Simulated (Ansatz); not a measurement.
Consider a convergence test of the plane-wave cutoff of CsSrF₃, space group Pm-3m (Ansatz 0.2.0 through its Python package).

The script, `cssrf3.py`:
```python
# -*- coding: utf-8 -*-
'''Convergence of CsSrF3 with the plane-wave cutoff.'''

import ansatz as az
from tabulate import tabulate

cssrf3 = (
    az.Lattice.cubic(4.76325)
    .space_group(221)
    .atom('Cs', [0.0, 0.0, 0.0])
    .atom('Sr', [0.5, 0.5, 0.5])
    .atom('F', [0.0, 0.5, 0.5])
)

setup = (
    cssrf3.calculation()
    .scf(tolerance=1e-07)
    .occupations('fixed')
    .functional(az.Functional.PBESOL)
    .kpoints(density=3.1)
    .eigensolver('davidson', mixed_precision=False)
    .band_table()
)

rows = []
for value in [250, 350, 450, 550, 650]:
    r = setup.basis(value).run().report
    rows.append((value, r['free_energy_ev'] / len(r['lattice']['sites']), r['n_iterations'], r['gap_by_band_count_ev'], r['n_pw']))

print(tabulate(rows, headers=['cutoff (eV)', 'F/atom (eV)', 'iterations', 'gap by band count (eV)', 'plane waves'], floatfmt='.4f', tablefmt='plain'))

# differences from the last row
for row in rows[:-1]:
    shift = 1000 * (row[1] - rows[-1][1])
    print(f'{row[0]}: {shift:+.2f} meV/atom' + ('  (within 5 meV)' if abs(shift) < 5 else ''))
```

How fast does the energy converge with the cutoff (threshold 5 meV an atom)?

From 450 eV on it stays within 5 meV an atom of the value at 650 eV; the first row (250 eV) is off by 1739.0 meV and the last but one by 0.23 meV. The energy falls steadily, as expected when plane waves are added.

The output:

```console
$ python cssrf3.py
DeckWarning: basis.ecutwfc = 250 eV is below the records' recommended 420 eV, and the density's cutoff is lower with it unless basis.ecutrho_ratio is high enough to keep the records' density cutoff: compare with a run at a higher cutoff
DeckWarning: basis.ecutrho_ratio 4 (ecutrho = 1000 eV, dense FFT grid 25×25×25): the grid does not resolve the core-correction charge of F (measure 0.12 e/Å^2.5); warned from 0.08. The energy and [...]
DeckWarning: basis.ecutwfc = 350 eV is below the records' recommended 420 eV, and the density's cutoff is lower with it unless basis.ecutrho_ratio is high enough to keep the records' density cutoff: compare with a run at a higher cutoff
  cutoff (eV)    F/atom (eV)    iterations    gap by band count (eV)    plane waves
          250     -2295.8693             7                    6.2738            949
          350     -2297.5361             7                    6.2473           1575
          450     -2297.6074             6                    6.2433           2325
          550     -2297.6080             6                    6.2431           3119
          650     -2297.6082             6                    6.2429           4067
250: +1738.95 meV/atom
350: +72.12 meV/atom
450: +0.83 meV/atom  (within 5 meV)
550: +0.23 meV/atom  (within 5 meV)
```
(Warnings from the package without file and line, shortened.)

Reading the output:
- Along an axis with an odd division the mesh misses the point at one half; a gap read on a finite mesh is an upper bound on this functional's gap.
- Semilocal gaps usually lie well under measured ones.
- This cell is a computed structure, which may not be the phase found in nature.
- Gaps and levels are Kohn-Sham values on a finite set of k-points, without spin-orbit coupling.
- Shifts are counted from the last row, which is itself no proven limit.
- Cost: roughly 8 core-seconds.

(A comment or docstring line of the script was reworded after the run, the code is as it ran; lines on the test bed's own set-up are left out of the output.)
